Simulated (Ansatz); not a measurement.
# Si2W: the cost of one run

Method: DFT PBE, scalar-relativistic, plane waves, PAW, in Ansatz 0.2.0.

3 further runs of the same task are left out: 2 that didn't finish, 1 set aside as unsound or not needed.

## 1. The system as given

It takes space group I4/mmm (No. 139, tetragonal). The conventional cell has a = 3.229 Å, b = 3.229 Å, c = 7.867 Å, α = 90.00°, β = 90.00°, γ = 90.00°. Si (site symmetry 4mm) is surrounded by 5 Si at 2.60 to 2.64 Å and 5 W at 2.63 Å. Around W (site symmetry 4/mmm) lie 10 Si at 2.63 Å.

As a file:

```
CELL_PARAMETERS angstrom
-1.61453 1.61453 3.93355
1.61453 -1.61453 3.93355
1.61453 1.61453 -3.93355
ATOMIC_POSITIONS crystal
Si 0.33456 0.33456 0.00000
Si 0.66544 0.66544 0.00000
W 0.00000 0.00000 0.00000
```

This cell was relaxed beforehand with the same method: volume 13.67 Å³/atom, gap on the mesh none (metal).

## 2. Electronic structure at the relaxed geometry

Contents of input.yaml:

```yaml
crystal:
  lattice:
    - [-1.6145299054, 1.6145299054, 3.9335489408]
    - [1.6145299054, -1.6145299054, 3.9335489408]
    - [1.6145299054, 1.6145299054, -3.9335489408]
  atoms:
    - { symbol: Si, position: [0.3345578121, 0.3345578121, 0.0] }
    - { symbol: Si, position: [0.6654421879, 0.6654421879, 0.0] }
    - { symbol: W, position: [0.0, 0.0, 0.0] }
basis:
  ecutwfc: 420
kpoints:
  mp_grid: { grid: [18, 18, 18] }
  band_path:
    path:
      - [[0.0, 0.0, 0.0], [0.0, 0.0, 0.5], [0.25, 0.25, 0.25], [0.0, 0.5, 0.0], [0.0, 0.0, 0.0], [0.5, 0.5, -0.5], [0.29211755, 0.70788245, -0.29211755]]
      - [[-0.29211755, 0.29211755, 0.29211755], [0.0, 0.0, 0.0]]
      - [[0.0, 0.0, 0.5], [-0.0842351, 0.0842351, 0.5]]
      - [[0.5, 0.5, -0.0842351], [0.5, 0.5, -0.5]]
    npoints: 14
hamiltonian:
  xc: pbe
scf:
  occupations: { method: gaussian, width: 0.1 }
  n_extra_bands: 7
output:
  forces: true
  stress: true
  eigenvalues: true
  populations: true
  dos: { projected: true, de: 0.02, nscf_kmesh: { grid: [27, 27, 27] } }
  bader: true
  write_density: true
  write_potential: true
  elf: true
  volumetric_format: npy
```

Command:

```
> ansatz run input.yaml --threads 1 --pin off --max-ram 2560MiB --backend cpu --events-out ev --progress --plain --runs-dir out
```

Q: Estimate wall time and peak memory on 1 thread of Intel Xeon Platinum 8259CL at 2.50GHz (Skylake/Cascade Lake), shared host.

About 2.3 min, with a peak of 0.9 GiB.
